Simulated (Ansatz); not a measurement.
# CH7NO2Si: the cost of one run

All numbers below are computed with Ansatz 0.2.0 (RKS PBE/def2-SVP).

**1. The system as given**

Bond lengths: Si1–N3 1.702 Å, H2–N3 0.993 Å, N3–C4 1.478 Å, Si1–H5 1.434 Å, Si1–O6 1.630 Å, Si1–O7 1.622 Å, C4–H8 1.092 Å, C4–H9 1.094 Å, C4–H10 1.089 Å, O6–H11 0.953 Å, O7–H12 0.952 Å. Angles (14 of 17 angles, heavy atoms first): Si1–N3–C4 134.4°, N3–Si1–O6 122.6°, N3–Si1–O7 116.5°, O6–Si1–O7 97.7°, Si1–N3–H2 84.5°, H2–N3–C4 125.1°, N3–Si1–H5 51.3°, H5–Si1–O6 129.7°, H5–Si1–O7 131.2°, N3–C4–H8 109.8°, N3–C4–H9 112.3°, N3–C4–H10 108.4°, Si1–O6–H11 120.4°, Si1–O7–H12 119.1°.

Coordinates:

```xyz
12

Si   -0.0057   -0.9862   -0.7053
H     1.2514    0.4167   -0.5868
N     0.3291    0.6290   -0.2854
C    -0.0117    1.4888    0.8674
H     0.8462   -0.0443   -1.3709
O     0.3846   -2.2429    0.2574
O    -1.5653   -1.3657   -0.9367
H     0.2644    2.5226    0.6519
H     0.4919    1.1722    1.7859
H    -1.0869    1.4338    1.0323
H     1.2241   -2.2620    0.7079
H    -2.1221   -0.7620   -1.4178
```

**2. A restrained relaxation towards end A**

Springs on the bonds that form and break draw the guess towards this end; the thresholds are loose.

File input.yaml:

```yaml
crystal:
  periodic: [false, false, false]
  atoms:
    - { symbol: Si, position_ang: [-0.0057, -0.9862, -0.7053] }
    - { symbol: H, position_ang: [1.2514, 0.4167, -0.5868] }
    - { symbol: "N", position_ang: [0.3291, 0.629, -0.2854] }
    - { symbol: C, position_ang: [-0.0117, 1.4888, 0.8674] }
    - { symbol: H, position_ang: [0.8462, -0.0443, -1.3709] }
    - { symbol: O, position_ang: [0.3846, -2.2429, 0.2574] }
    - { symbol: O, position_ang: [-1.5653, -1.3657, -0.9367] }
    - { symbol: H, position_ang: [0.2644, 2.5226, 0.6519] }
    - { symbol: H, position_ang: [0.4919, 1.1722, 1.7859] }
    - { symbol: H, position_ang: [-1.0869, 1.4338, 1.0323] }
    - { symbol: H, position_ang: [1.2241, -2.262, 0.7079] }
    - { symbol: H, position_ang: [-2.1221, -0.762, -1.4178] }
basis:
  gaussian: { orbitals: def2-SVP }
hamiltonian:
  xc: pbe
relax:
  f_tol: 0.15
  max_steps: 25
  restrain:
    - { distance: [4, 1], at: 1.92, k: 30.0 }
    - { distance: [0, 1], at: 1.42, k: 30.0 }
    - { distance: [4, 2], at: 1.02, k: 30.0 }
```

Launch:

```bash
$ ansatz run input.yaml --threads 2 --pin off --max-ram 3072MiB --backend cpu --events-out ev --progress --plain --runs-dir out
```

What time and memory should one allow on 2 threads of AMD EPYC 7R13 (Zen 3), shared host?

About 32 s, with a peak of 0.17 GiB.
